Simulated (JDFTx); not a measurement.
Input of a JDFTx 1.7.0 (patched build) run:

Contents of TlCl.in:

```
lattice \
   17.0075351216     0.0000000000     0.0000000000 \
    0.0000000000    17.0075351216     0.0000000000 \
    0.0000000000     0.0000000000    22.6767134955
coords-type Lattice
ion Cl     0.5014444400     0.5023333300     0.3992989200 1
ion Tl     0.5014444400     0.5023333300     0.6063677500 1

ion-species pseudo/Cl.upf
ion-species pseudo/Tl.upf
elec-cutoff 31
elec-ex-corr gga-x-pbe-r gga-c-pbe
kpoint-folding 1 1 1
elec-n-bands 16
electronic-minimize nIterations 100 energyDiffThreshold 1e-07
coulomb-interaction Isolated
coulomb-truncation-embed 0.501444 0.502333 0.502833
core-overlap-check none
converge-empty-states yes
forces-output-coords Cartesian

dump-name run.$VAR
dump End Ecomponents EigStats BandEigs Kpoints Forces Dipole
```

Potentials or basis: PseudoDojo-SR-PBE-0.5-standard (Cl) + PseudoDojo-SR-PBE-0.4.1-standard (Tl) with smoothed tails.

Launch:

```console
$ jdftx -c 1 -i TlCl.in -o TlCl.out
```

(1) What does it give for the largest force?

(2) Estimate the Loewdin charges.

## Answers

(1) 0.582 eV/Å.

(2) Cl -0.40; Tl +0.45 e.

Caveat: forces may be off by hundredths of an eV/Å; the potentials were made for another functional, which shifts forces and pressure.
